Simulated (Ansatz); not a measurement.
**Cl2GaH: vertical and adiabatic energies of changing the electron count**

A script is to give vertical and adiabatic energies of changing the electron count; the system is Cl2GaH.

Computed with Ansatz 0.2.0 through its Python package. Level of theory: B3LYP/def2-SVP.

### 1 The system

Bond lengths: Cl1–Ga2 2.302 Å, Ga2–Cl3 2.203 Å, Ga2–H4 1.451 Å. Angles: Cl1–Ga2–Cl3 115.2°, Cl1–Ga2–H4 126.4°, Cl3–Ga2–H4 117.8°.

No structure file is read: the coordinates are typed or built in the script.

### 2 Script

File run_adiabatic.py:

```python
"""Vertical and adiabatic ionisation of Cl2GaH."""

import logging
import sys
import warnings

import ansatz as az
import numpy as np

logging.basicConfig(stream=sys.stdout, format="%(name)s: %(message)s")
logger = logging.getLogger("run")
logger.setLevel(logging.INFO)

params = {
    "basis": "def2-SVP",
    "functional": "B3LYP",
    "net_charge": 1,
}

warnings.simplefilter("ignore", az.DeckWarning)

geometry_ang = [
    ("Cl", (-2.0908, -0.0886, -0.5927)),
    ("Ga", (0.1412, 0.1776, -0.0982)),
    ("Cl", (1.108, -1.5634, 0.843)),
    ("H", (0.8971, 1.4141, -0.1724)),
]
molecule = az.Crystal.molecule()
for symbol, xyz in geometry_ang:
    molecule = molecule.atom(symbol, xyz)

setup = molecule.calculation().basis(gaussian=params["basis"]).functional(params["functional"])
symbols = [site.symbol for site in molecule.cartesian_sites]
start = np.array([site.position_ang for site in molecule.cartesian_sites], dtype=float)
r = setup.relax(force_tolerance=0.01).run().report
end = np.array(r["positions_ang"])

minimum = az.Crystal.molecule()
for symbol, place in zip(symbols, end):
    minimum = minimum.atom(symbol, place.tolist())
ion = minimum.calculation()
ion = ion.basis(gaussian=params["basis"]).functional(params["functional"])
ion = ion.charge(params["net_charge"])
ion = ion.spin("collinear", total=1)
vertical = ion.run().report
settled = ion.relax(force_tolerance=0.01, max_steps=80).run().report
logger.info(f"vertical ionisation energy   {vertical['free_energy_ev'] - r['free_energy_ev']:.3f} eV")
logger.info(f"adiabatic, no zero point     {settled['free_energy_ev'] - r['free_energy_ev']:.3f} eV")
logger.info(f"relaxation energy of the ion {vertical['free_energy_ev'] - settled['free_energy_ev']:.3f} eV")
ionised = np.array(settled["positions_ang"])
logger.info("final positions (A) and the move of each atom")
for symbol, xyz, old in zip(symbols, ionised, end):
    logger.info(f"{symbol:2s} {xyz[0]:10.5f} {xyz[1]:10.5f} {xyz[2]:10.5f}   {np.linalg.norm(xyz - old):7.4f}")
```

### 3 The calls as engine input

The engine receives this input (first run):

```yaml
crystal:
  periodic: [false, false, false]
  atoms:
    - { symbol: Cl, position_ang: [-2.0908, -0.0886, -0.5927] }
    - { symbol: Ga, position_ang: [0.1412, 0.1776, -0.0982] }
    - { symbol: Cl, position_ang: [1.108, -1.5634, 0.843] }
    - { symbol: H, position_ang: [0.8971, 1.4141, -0.1724] }
basis:
  gaussian:
    orbitals: def2-SVP
hamiltonian:
  xc: b3lyp
relax:
  f_tol: 0.01
```

### 4 Running it

On the command line:

```bash
> python run_adiabatic.py
```

Without the output at hand: what should come out? Wanted: vertical ionisation energy; adiabatic ionisation energy, no zero point.

The runs gave:

| quantity | value |
| --- | --- |
| vertical ionisation energy | 11.164 eV |
| adiabatic ionisation energy, no zero point | 11.071 eV |
| runs compared | 3 |

The ionisation energy is a difference of two total energies at the neutral geometry; letting the ion relax lowers it by 0.09 eV. The dearest, run 3, took some 6.8 times as long as run 1. Run 1: After 4 moves the largest shift is 0.128 Å, of atom 1 (Cl). Run 3: After 13 moves the largest shift is 0.370 Å, of atom 1 (Cl). The energies are electronic: no zero-point or thermal terms, and the basis set is short of its limit. The product may relax into another structure. Each relaxation finds its nearest minimum, which needn't be the lowest. b3lyp holds the VWN-RPA fit, as in Gaussian; the form of ORCA and Turbomole is b3lyp5.
